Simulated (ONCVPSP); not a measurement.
# Pseudopotential generation for Rb: ONCV, PBE

Task: generate the file, and judge it by its errors in other configurations, its logarithmic derivatives, its ghosts and its cutoff.

The numbers are computed with ONCVPSP 4.0.1.1 (patched build) (PBE, scalar-relativistic, spin-unpolarised reference atom).

### 1 Starting point

Typed settings, in words:

- element: rubidium (Rb, Z = 37)
- type: optimised norm-conserving Vanderbilt (ONCV)
- frozen core: [Ar] 3d10
- valence charge: 9
- reference configuration: 4s2 4p6 5s1
- partial waves: 4s+5s: rc 2.50 bohr, ncon 4, nbas 7, qcut 5.7 1/bohr, 2 projectors; 4p: rc 1.55 bohr, ncon 4, nbas 9, qcut 4.6 1/bohr, 2 projectors, debl 2.7 Ha; d scattering state at 0.38 Ha: rc 2.70 bohr, ncon 3, nbas 6, qcut 4 1/bohr, 2 projectors, debl 1.2 Ha
- local potential: polynomial inside 1.20 bohr (lpopt 5, dvloc0 0 Ha)
- core correction: Teter function, fcfact 4, rcfact 1.75

The outer shells as boxes (Hund's rule for the drawing; the calculation is spin-unpolarised):

```
[Ar] core
3d [↑↓][↑↓][↑↓][↑↓][↑↓]
4s [↑↓]
4p [↑↓][↑↓][↑↓]
5s [↑ ]
```

### 2 Generating the potential

The input, Rb.dat:

```
# ATOM AND REFERENCE CONFIGURATION
# atsym  z   nc   nv     iexc    psfile
  Rb 37.00    6    3        4      upf
#
#   n    l    f
    1    0    2.00
    2    0    2.00
    2    1    6.00
    3    0    2.00
    3    1    6.00
    3    2   10.00
    4    0    2.00
    4    1    6.00
    5    0    1.00
#
# PSEUDOPOTENTIAL AND OPTIMIZATION
# lmax
    2
#
#   l,   rc,      ep,       ncon, nbas, qcut
    0    2.50    0.00    4    7    5.70
    1    1.55    0.00    4    9    4.60
    2    2.70    0.38    3    6    4.00
#
# LOCAL POTENTIAL
# lloc, lpopt,  rc(5),   dvloc0
    4    5    1.20    0.00
#
# VANDERBILT-KLEINMAN-BYLANDER PROJECTORs
# l, nproj, debl
    0    2    0.30
    1    2    2.70
    2    2    1.20
#
# MODEL CORE CHARGE
# icmod, fcfact, rcfact
    3    4.00    1.75
#
# LOG DERIVATIVE ANALYSIS
# epsh1, epsh2, depsh
   -3.00    5.00    0.02
#
# OUTPUT GRID
# rlmax, drl
    6.00    0.01
#
# TEST CONFIGURATIONS
# ncnf
    4
# nvcnf
#   n    l    f
    3
    4    0    2.00
    4    1    6.00
    5    0    0.00
#
    3
    4    0    2.00
    4    1    6.00
    5    0    0.50
#
    4
    4    0    2.00
    4    1    6.00
    5    0    0.00
    5    1    1.00
#
    3
    4    0    2.00
    4    1    5.00
    5    0    1.00
#
```

Command:

```sh
oncvpsp.x < Rb.dat > Rb.out
```

Before running it: what results should come out? Wanted: cutoffs for 1 and 0.1 mHa per electron, occupied waves; bound ghosts; GHOST(+) flags; largest test error; largest phase difference near zero energy, channels read; rms error of d²Exc/dn², without and with the model core.

The runs gave:

| quantity | value |
| --- | --- |
| cutoffs for 1 and 0.1 mHa per electron, occupied waves | 23 Ha and 103 Ha |
| bound ghosts | none found |
| GHOST(+) flags | s at 71 eV |
| largest test error (AE − PS) | -24 meV, for 4s2 4p5 5s1 |
| largest phase difference near zero energy, channels read | 0.004 rad |
| rms error of d²Exc/dn², without and with the model core | 2.95 and 4.15 mHa |

**Reading.** The worst unpolarised test, 4s2 4p5 5s1, is off by 24 meV on 21.1 eV; by total energies transferability rates as good. By its cutoff, 23 Ha for the looser tolerance, it is of middling hardness. The tighter tolerance needs 103 Ha, and converged work needs a cutoff nearer that. At the looser tolerance the 4p wave is the slowest; 4s needs 8 Ha. It is free of bound ghosts as far as tested. Near zero energy the phases of the channels with partial waves agree within 0.004 rad. The program also flags highly localised states, GHOST(+) (s). All of this concerns the isolated atom, not yet a solid.
